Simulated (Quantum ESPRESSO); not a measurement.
# Au in Quantum ESPRESSO: settings compared

Aim: see how the results for Au move with the level of theory and the settings. Levels: revPBE, LDA. Tasks: relaxation of the atoms.

Everything below comes from runs of Quantum ESPRESSO 7.5. Logs are shortened: lines on timing, memory, paths and dates and some standing lists are left out, and cuts for length are marked.

## 1. The sheet as given

The cell holds a sheet with vacuum, 2 atoms: a = 4.474 Å, b = 4.474 Å, c = 23.800 Å, α = 90.00°, β = 90.00°, γ = 120.00°.

The cell was built by a generator and needn't be a form met in nature.

## 2. Relaxation of the atoms, revPBE

Contents of pw.in:

```
&CONTROL
  calculation = 'relax'
  prefix = 'pwscf'
  outdir = './tmp'
  pseudo_dir = './pseudo'
  tprnfor = .true.
  disk_io = 'low'
  nstep = 30
  forc_conv_thr = 0.001
  etot_conv_thr = 0.0001
  max_seconds = 1518
/
&SYSTEM
  ibrav = 0
  celldm(1) = 8
  nat = 2
  ntyp = 1
  ecutwfc = 40
  ecutrho = 200
  nbnd = 18
  input_dft = 'revpbe'
  occupations = 'smearing'
  smearing = 'mp'
  degauss = 0.00367493
  assume_isolated = '2D'
/
&ELECTRONS
  conv_thr = 4d-08
  electron_maxstep = 150
  mixing_beta = 0.3
  mixing_mode = 'local-TF'
  tqr = .true.
/
&IONS
  upscale = 10
  ion_dynamics = 'bfgs'
/
ATOMIC_SPECIES
Au   196.9666 au_pbe_v1.uspp.F.UPF
CELL_PARAMETERS alat
  1.0569332701338   0.0000000000000   0.0000000000000
 -0.5284666350669   0.9153313673003   0.0000000000000
  0.0000000000000   0.0000000000000   5.6219352207617
ATOMIC_POSITIONS crystal
Au     0.3333300000    0.6666700000    0.0000000000
Au     0.6666700000    0.3333300000    0.0000000000
K_POINTS automatic
7 7 1 0 0 0
```

Contents of pp_density.in:

```
&INPUTPP
  prefix = 'pwscf'
  outdir = './tmp'
  filplot = 'density.dat'
  plot_num = 0
/
&PLOT
  nfile = 1
  filepp(1) = 'density.dat'
  iflag = 3
  output_format = 6
  fileout = 'density.cube'
/
```

Contents of pp_potential.in:

```
&INPUTPP
  prefix = 'pwscf'
  outdir = './tmp'
  filplot = 'potential.dat'
  plot_num = 11
/
&PLOT
  nfile = 1
  filepp(1) = 'potential.dat'
  iflag = 3
  output_format = 6
  fileout = 'potential.cube'
/
```

Potentials or basis: GBRV 1.5 PBE.

Run with:

```bash
OMP_NUM_THREADS=1 mpirun -n 2 pw.x -nk 2 -in pw.in > pw.out
OMP_NUM_THREADS=1 mpirun -n 1 pp.x -in pp_density.in > pp_density.out
OMP_NUM_THREADS=1 mpirun -n 1 pp.x -in pp_potential.in > pp_potential.out
```

pw.out:

```text
This program is part of the open-source Quantum ESPRESSO suite
     for quantum simulation of materials; please cite
         "P. Giannozzi et al., J. Phys.:Condens. Matter 21 395502 (2009);
         "P. Giannozzi et al., J. Phys.:Condens. Matter 29 465901 (2017);
         "P. Giannozzi et al., J. Chem. Phys. 152 154105 (2020);
     in publications or presentations arising from this work. More details at

     IMPORTANT: XC functional enforced from input :
     Exchange-correlation= REVPBE
                           (   1   4   4   4   0   0   0)
     Any further DFT definition will be discarded
     Please, verify this is what you really want

     Message from routine setup:
     using ibrav=0 with symmetry is DISCOURAGED, use correct ibrav instead

     K-points division:     npool     =       2
     Subspace diagonalization in iterative solution of the eigenvalue problem:
     a serial algorithm will be used

     G-vector sticks info
     --------------------
     sticks:   dense  smooth     PW     G-vecs:    dense   smooth      PW
     Sum         979     793    223               132749    95041   14479

     Using Slab Decomposition

     bravais-lattice index     =            0
     lattice parameter (alat)  =       8.0000  a.u.
     unit-cell volume          =    2784.7211 (a.u.)^3
     number of atoms/cell      =            2
     number of atomic types    =            1
     number of electrons       =        22.00
     number of Kohn-Sham states=           18
     kinetic-energy cutoff     =      40.0000  Ry
     charge density cutoff     =     200.0000  Ry
     scf convergence threshold =      4.0E-08
     mixing beta               =       0.3000
     number of iterations used =            8  local-TF  mixing
     energy convergence thresh.=      1.0E-04
     force convergence thresh. =      1.0E-03
     Exchange-correlation= REVPBE
                           (   1   4   4   4   0   0   0)
     nstep                     =           30

     celldm(1)=   8.000000  celldm(2)=   0.000000  celldm(3)=   0.000000
     celldm(4)=   0.000000  celldm(5)=   0.000000  celldm(6)=   0.000000

     crystal axes: (cart. coord. in units of alat)
               a(1) = (   1.056933   0.000000   0.000000 )
               a(2) = (  -0.528467   0.915331   0.000000 )
               a(3) = (   0.000000   0.000000   5.621935 )

     reciprocal axes: (cart. coord. in units 2 pi/alat)
               b(1) = (  0.946134  0.546250 -0.000000 )
               b(2) = (  0.000000  1.092501  0.000000 )
               b(3) = (  0.000000 -0.000000  0.177875 )

     PseudoPot. # 1 for Au read from file:
     au_pbe_v1.uspp.F.UPF
     Pseudo is Ultrasoft + core correction, Zval = 11.0
     Generated by new atomic code, or converted to UPF format
     Using radial grid of  985 points,  7 beta functions with:
                l(1) =   0
                l(2) =   0
                l(3) =   1
                l(4) =   1
                l(5) =   2
                l(6) =   2
                l(7) =   3
     Q(r) pseudized with  6 coefficients,  rinner =    1.900   1.900   1.900
                                                       1.900   1.900   1.900
                                                       1.900

     atomic species   valence    mass     pseudopotential
     Au               11.00   196.96660     Au( 1.00)

      8 Sym. Ops., with inversion, found

   Cartesian axes

     site n.     atom                  positions (alat units)
         1        Au     tau(   1) = (  -0.0000053   0.6102240   0.0000000  )
         2        Au     tau(   2) = (   0.5284719   0.3051074   0.0000000  )

     number of k points=    16  Methfessel-Paxton smearing, width (Ry)=  0.0037
                       cart. coord. in units 2pi/alat
        k(    1) = (   0.0000000   0.0000000   0.0000000), wk =   0.0408163
        k(    2) = (   0.0000000   0.1560715   0.0000000), wk =   0.1632653
        k(    3) = (   0.0000000   0.3121430   0.0000000), wk =   0.1632653
        k(    4) = (   0.0000000   0.4682145   0.0000000), wk =   0.1632653
        k(    5) = (   0.1351619   0.2341073   0.0000000), wk =   0.0816327
        k(    6) = (   0.1351619   0.3901788   0.0000000), wk =   0.1632653
[... 8 lines left out ...]
        k(   15) = (   0.5406477  -0.1560715   0.0000000), wk =   0.0816327
        k(   16) = (  -0.2703239   0.4682145   0.0000000), wk =   0.1632653

     Dense  grid:   132749 G-vectors     FFT dimensions: (  40,  40, 216)

     Smooth grid:    95041 G-vectors     FFT dimensions: (  36,  36, 192)
     Real space treatment of Q(r)

 ----2D----2D----2D----2D----2D----2D----2D----2D----2D----2D----2D----2D
  The code is running with the 2D cutoff
  Please refer to:
  Sohier, T., Calandra, M., & Mauri, F. (2017),
  Density functional perturbation theory for gated two-dimensional heterostructures:
  Theoretical developments and application to flexural phonons in graphene.
  Physical Review B, 96(7), 75448.
 ----2D----2D----2D----2D----2D----2D----2D----2D----2D----2D----2D----2D

     Check: negative core charge=   -0.000005

     Initializing real-space augmentation for DENSE grid

     Initial potential from superposition of free atoms

     starting charge      21.9998, renormalised to      22.0000

     negative rho (up, down):  1.196E-04 0.000E+00
     Starting wfcs are   18 randomized atomic wfcs

     Self-consistent Calculation

     iteration #  1     ecut=    40.00 Ry     beta= 0.30
     Davidson diagonalization with overlap
     ethr =  1.00E-02,  avg # of iterations =  8.9

     Threshold (ethr) on eigenvalues was too large:
     Diagonalizing with lowered threshold

     Davidson diagonalization with overlap
     ethr =  5.37E-04,  avg # of iterations =  2.6

     negative rho (up, down):  1.596E-03 0.000E+00

     total energy              =    -229.96105115 Ry
     estimated scf accuracy    <       0.12109856 Ry

     iteration #  2     ecut=    40.00 Ry     beta= 0.30
     Davidson diagonalization with overlap
     ethr =  5.50E-04,  avg # of iterations =  1.0
[... 123 lines left out ...]
     iteration # 16     ecut=    40.00 Ry     beta= 0.30
     Davidson diagonalization with overlap
     ethr =  4.66E-10,  avg # of iterations =  2.0

     negative rho (up, down):  2.085E-04 0.000E+00

     End of self-consistent calculation

          k = 0.0000 0.0000 0.0000 ( 12013 PWs)   bands (ev):

   -11.0955  -9.1680  -9.1679  -8.9046  -8.9044  -8.6107  -8.6107  -8.1151
    -7.2391  -7.2390  -7.1296  -3.2345  -0.9132  -0.6960   0.0293   0.4975
     1.6445   2.3479

          k = 0.0000 0.1561 0.0000 ( 11935 PWs)   bands (ev):

   -10.9353  -9.5080  -9.4957  -8.9521  -8.8807  -8.2585  -8.1556  -8.0463
    -7.3540  -7.1819  -7.1616  -2.9133  -0.7126  -0.4871  -0.2777   0.2291
     0.7091   1.3271
[... 79 lines left out ...]
          k =-0.2703 0.4682 0.0000 ( 11886 PWs)   bands (ev):

   -10.5966  -9.9455  -9.8914  -9.2654  -8.4433  -8.0667  -7.6480  -7.5372
    -6.8634  -6.3127  -6.2828  -5.1574  -3.0789  -0.3079   1.0073   1.5166
     1.7220   2.3458

     the Fermi energy is    -5.7425 ev

!    total energy              =    -229.95316783 Ry
     estimated scf accuracy    <          4.2E-10 Ry
     smearing contrib. (-TS)   =       0.00000003 Ry
     internal energy E=F+TS    =    -229.95316786 Ry

     The total energy is F=E-TS. E is the sum of the following terms:
     one-electron contribution =   -1008.96892013 Ry
     hartree contribution      =     515.88544725 Ry
     xc contribution           =    -124.38943587 Ry
     ewald contribution        =     387.51974088 Ry

     convergence has been achieved in  16 iterations

     negative rho (up, down):  2.085E-04 0.000E+00

     Forces acting on atoms (cartesian axes, Ry/au):

     atom    1 type  1   force =     0.00001817   -0.00001049    0.00000000
     atom    2 type  1   force =    -0.00001817    0.00001049    0.00000000

     Total force =     0.000030     Total SCF correction =     0.000003

     BFGS Geometry Optimization
     Energy error            =      8.8E-10 Ry
     Gradient error          =      1.8E-05 Ry/Bohr

     bfgs converged in   1 scf cycles and   0 bfgs steps
     (criteria: energy <  1.0E-04 Ry, force <  1.0E-03 Ry/Bohr)

     End of BFGS Geometry Optimization

     Final energy             =    -229.9531678327 Ry
Begin final coordinates

ATOMIC_POSITIONS (crystal)
Au               0.3333300000        0.6666700000        0.0000000000
Au               0.6666700000        0.3333300000        0.0000000000
End final coordinates

=------------------------------------------------------------------------------=
   JOB DONE.
=------------------------------------------------------------------------------=
```

pp_density.out:

```text
This program is part of the open-source Quantum ESPRESSO suite
     for quantum simulation of materials; please cite
         "P. Giannozzi et al., J. Phys.:Condens. Matter 21 395502 (2009);
         "P. Giannozzi et al., J. Phys.:Condens. Matter 29 465901 (2017);
         "P. Giannozzi et al., J. Chem. Phys. 152 154105 (2020);
     in publications or presentations arising from this work. More details at

[... 30 lines left out ...]
     Writing data to file  density.dat
     Reading data from file  density.dat

     Writing data to be plotted to file density.cube
     Plot Type: 3D                     Output format: Gaussian cube

=------------------------------------------------------------------------------=
   JOB DONE.
=------------------------------------------------------------------------------=
```

pp_potential.out:

```text
This program is part of the open-source Quantum ESPRESSO suite
     for quantum simulation of materials; please cite
         "P. Giannozzi et al., J. Phys.:Condens. Matter 21 395502 (2009);
         "P. Giannozzi et al., J. Phys.:Condens. Matter 29 465901 (2017);
         "P. Giannozzi et al., J. Chem. Phys. 152 154105 (2020);
     in publications or presentations arising from this work. More details at

[... 29 lines left out ...]
     Writing data to file  potential.dat
     Reading data from file  potential.dat

     Writing data to be plotted to file potential.cube
     Plot Type: 3D                     Output format: Gaussian cube

=------------------------------------------------------------------------------=
   JOB DONE.
=------------------------------------------------------------------------------=
```

It took 69 s on 2 MPI ranks of Arm Neoverse V1, shared host; peak memory 0.5 GiB.

What came out:

```
Free energy            : -3128.6722 eV
Band gap on the k mesh : 0.35 eV, direct
```

Final structure:
```
Au
1.0
     4.47444    0.00000    0.00000
    -2.23722    3.87498    0.00000
     0.00000    0.00000   23.80000
Au
2
Direct
  0.33333 0.66667 0.00000
  0.66667 0.33333 0.00000
```

Caveat: real space augmentation costs some meV and hundredths of eV per Å; the relaxation stopped at its first step, so nothing moved; this smearing can shift energies of a crystal with a gap; spin-orbit coupling is left out, which moves the levels of the heavy elements. Expect the measured gap to be larger: semilocal functionals such as revPBE lack the derivative discontinuity.

## 3. Relaxation of the atoms, LDA

Contents of pw.in:

```
&CONTROL
  calculation = 'relax'
  prefix = 'pwscf'
  outdir = './tmp'
  pseudo_dir = './pseudo'
  tprnfor = .true.
  disk_io = 'low'
  nstep = 40
  forc_conv_thr = 0.001
  etot_conv_thr = 0.0001
  max_seconds = 1518
/
&SYSTEM
  ibrav = 0
  nat = 2
  ntyp = 1
  ecutwfc = 40
  ecutrho = 200
  nbnd = 18
  occupations = 'smearing'
  smearing = 'gaussian'
  degauss = 0.00367493
/
&ELECTRONS
  conv_thr = 4d-08
  electron_maxstep = 150
  mixing_beta = 0.3
  mixing_mode = 'local-TF'
  tqr = .true.
/
&IONS
  upscale = 10
  ion_dynamics = 'bfgs'
/
ATOMIC_SPECIES
Au   196.9666 au_lda_v1.uspp.F.UPF
CELL_PARAMETERS angstrom
   4.4744400000    0.0000000000    0.0000000000
  -2.2372200000    3.8749800000    0.0000000000
   0.0000000000    0.0000000000   23.8000000000
ATOMIC_POSITIONS crystal
Au     0.3333300000    0.6666700000    0.2941200000
Au     0.6666700000    0.3333300000    0.2941200000
K_POINTS automatic
7 7 1 0 0 0
```

Potentials or basis: GBRV 1.5 LDA.

Run with:

```bash
OMP_NUM_THREADS=1 mpirun -n 2 pw.x -nk 2 -in pw.in > pw.out
```

Run time: 63 s. Hardware: 2 MPI ranks of Arm Neoverse V1, shared host; peak memory 0.5 GiB.

The run converged. Its results:

```yaml
Free_energy: -3124.1500 eV
Band_gap_on_the_k_mesh: 0.44 eV, direct
```

Final structure:
```
CELL_PARAMETERS angstrom
4.47444 0.00000 0.00000
-2.23722 3.87498 0.00000
0.00000 0.00000 23.80000
ATOMIC_POSITIONS crystal
Au 0.33333 0.66667 0.29412
Au 0.66667 0.33333 0.29412
```

Levels at points of the mesh, in eV from the valence-band top:
| k point | band 8 | band 9 | band 10 | band 11 | band 12 | band 13 | band 14 | band 15 |
| --- | --- | --- | --- | --- | --- | --- | --- | --- |
| (0.00, 0.00, 0.00) | -2.07 | -1.16 | -1.16 | -1.04 | 2.80 | 5.84 | 6.15 | 6.29 |

Caveat: real space augmentation costs some meV and hundredths of eV per Å; the relaxation stopped at its first step, so nothing moved; spin-orbit coupling is left out, which moves the levels of the heavy elements.
